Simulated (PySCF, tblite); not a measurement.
# C₆H₇N₂P: geometry, infrared bands and NMR shifts

Aim: predict the infrared bands and NMR shifts of C₆H₇N₂P (`C#Cc1nn(CC)cp1`).

The runs use tblite 0.8.0 and PySCF 2.14.0, with density-fitted response routines of our own; the level of theory stands in each step. All values are computed, except where a source is named. Atoms are numbered from 0 throughout.

**1. Starting geometry**

16 atoms, charge 0, multiplicity 1; geometry from: force field or distance geometry start.

Bonds of the start (Å): C0–C1 1.24, C1–C2 1.45, C2–N3 1.31, N3–N4 1.28, N4–C5 1.49, C5–C6 1.51, N4–C7 1.34, C7–P8 1.90, P8–C2 1.74, C0–H9 1.04, C5–H10 1.10, C5–H11 1.11, C6–H12 1.14, C6–H13 1.10, C6–H14 1.10, C7–H15 1.09.

**2. Relaxing the molecule with GFN2-xTB**

What the job is given:

```
{"job": {"kind": "relax", "xc": "GFN2-xTB", "basis": "xTB"}, "charge": 0, "multiplicity": 1}
C      4.215800    -1.013100    -0.166300
C      3.152600    -0.419500     0.073600
C      1.906400     0.259400     0.362600
N      0.756500    -0.073800    -0.159600
N     -0.333100     0.540500     0.118100
C     -1.640600     0.146900    -0.477800
C     -2.331400    -0.855400     0.414100
C     -0.246300     1.585900     0.949000
P      1.600100     1.639400     1.382300
H      5.099400    -1.516100    -0.386200
H     -1.489000    -0.287700    -1.481400
H     -2.275500     1.046200    -0.580300
H     -1.986400    -0.601500     1.470300
H     -3.428200    -0.810900     0.338100
H     -1.932400    -1.840700     0.121700
H     -1.075500     2.209300     1.278000
```

Run with:

```console
> OMP_NUM_THREADS=1 python probes_run.py task.json out
```

The driver reads the jobs from task.json and runs them one after another.

**Question.** This job is followed by: GFN2-xTB harmonic vibrations, gas phase; GIAO PBE0/pcSseg-1 NMR shielding, non-relativistic, gas phase. Predict these results of the whole session: strongest single infrared mode (GFN2-xTB); zero-point energy (GFN2-xTB); ¹³C shifts against TMS (PBE0/pcSseg-1); ¹H shifts against TMS (PBE0/pcSseg-1, means over atoms taken as alike); ¹⁵N shifts against NH3 (PBE0/pcSseg-1); ³¹P shifts against H3PO4 (PBE0/pcSseg-1); surface potential, 1st and 99th percentile.

**Answer**, as computed:

| quantity | value |
| --- | --- |
| strongest single infrared mode (GFN2-xTB) | 1349 cm⁻¹, 100 km/mol |
| zero-point energy (GFN2-xTB) | 73.9 kcal/mol |
| ¹³C shifts against TMS (PBE0/pcSseg-1) | 164.0, 163.4, 92.5, 83.6, 53.5, 20.2 ppm |
| ¹H shifts against TMS (PBE0/pcSseg-1, means over atoms taken as alike) | 8.56, 4.39, 3.20, 1.47 ppm |
| ¹⁵N shifts against NH3 (PBE0/pcSseg-1) | 387.9, 259.4 ppm |
| ³¹P shifts against H3PO4 (PBE0/pcSseg-1) | 155.2 ppm |
| surface potential, 1st and 99th percentile | -1.42 V and 1.46 V |

What this shows: Over 60 steps the energy fell by 1.173 eV; of the close pairs, C7–P8 changed most, 1.897 to 1.721 Å. All 42 modes are real, so the xTB geometry is a minimum. The strongest single mode, at 1349 cm⁻¹, moves mainly N4. Unscaled tight-binding wavenumbers are off by several per cent, some by more. Its intensities can rank the bands wrongly. At PBE0/pcSseg-1: The widest tensor belongs to N3: span 569 ppm, with a paramagnetic part of -448 ppm. NICS(1)zz of -28 ppm above the planar ring from C2 marks a diatropic (aromatic) ring current. By nearest atom (PBE0/pcSseg-1), the HOMO sits on P8 32 %; C0, C2 about 17 % each and the LUMO on P8 39 %; C2, C7 about 14 % each.
